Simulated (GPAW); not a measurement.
Runs of GPAW 26.7.0 on Ta3AsAu2O13. Symmetry: R3m, No. 160, trigonal system. Conventional cell: a = 10.485 Å, b = 10.485 Å, c = 12.428 Å, α = 90.00°, β = 90.00°, γ = 120.00°. Ta (site symmetry m) has 4 O at 1.82 to 1.95 Å as nearest neighbours. As (site symmetry 3m) has 3 O at 1.76 Å as nearest neighbours. Au (site symmetry 3m) has 3 O at 2.21 Å as nearest neighbours. Au (site symmetry 3m) is surrounded by 1 As at 2.39 Å and 1 Au at 2.67 Å. Around O (site symmetry m) lie 1 As at 1.76 Å and 1 Ta at 1.93 Å. O (site symmetry 1) has 1 O at 1.44 Å as nearest neighbours. O (site symmetry m) has 1 Ta at 1.82 Å as nearest neighbours. O (site symmetry 3m) is surrounded by 3 Ta at 2.11 Å. The cell was built by a generator and needn't be a form met in nature.

| task | level | potentials or basis | spin | cell | k mesh | ranks | band path | band points | spin axis theta (degrees) | spin axis phi (degrees) | mesh quality | gap on the mesh (eV) | pressure (GPa) | largest force (eV/Å) |
| --- | --- | --- | --- | --- | --- | --- | --- | --- | --- | --- | --- | --- | --- | --- |
| single point | PBE | GPAW PAW data sets (gpaw-data 1.2.1), pw | off | as given | 4 × 4 × 4 | 8 | - | - | - | - | not flagged | 1.08 | 0.8 | 0.26 |
| single point | PBE+D3 | GPAW PAW data sets (gpaw-data 1.2.1), pw | off | as given | 2 × 2 × 2 | - | - | - | - | - | coarse | 1.08 | (a) | (b) |
| single point | PBE | GPAW PAW data sets (gpaw-data 1.2.1), pw | off | atoms moved at random, drawn with an rms of 0.05 Å | 4 × 4 × 4 | 8 | - | - | - | - | not flagged | 0.99 | 0.7 | 4.51 |
| band structure | PBE | GPAW PAW data sets (gpaw-data 1.2.1), pw | SOC, no magnetisation | as given | 4 × 4 × 4 | 8 | GPZQGFP1Q1LZ | 80 | 0 | 0 | not flagged | 0.89 | 0.8 | 0.26 |
| band structure | BLYP | PAW data sets generated in the run's folder for this functional, pw | off | as given | 3 × 3 × 3 | 8 | GPZQGFP1Q1LZ | 80 | - | - | not flagged | 1.13 | 2.3 | 0.52 |

Alike in all rows: cutoff (eV) 800; smearing fermi-dirac 0.05 eV.

Fill in the values left out.

(a) -0.3; (b) 0.29.

Caveats: some runs use coarse meshes; with this Au data set, volumes or pressures lay over 1.5 % or 2 GPa off other programs in two to four cells of ten; spin-orbit coupling is left out, which moves the levels of the heavy elements (some runs); spin-orbit coupling was added after a scalar SCF, so levels and gaps hold it while energy, forces, pressure and moments don't (some runs); this program's spin-orbit splittings come out too wide for heavy elements (some runs).

A k mesh can miss the band edges, and rows without SOC leave out spin-orbit coupling on As, Au, Ta.
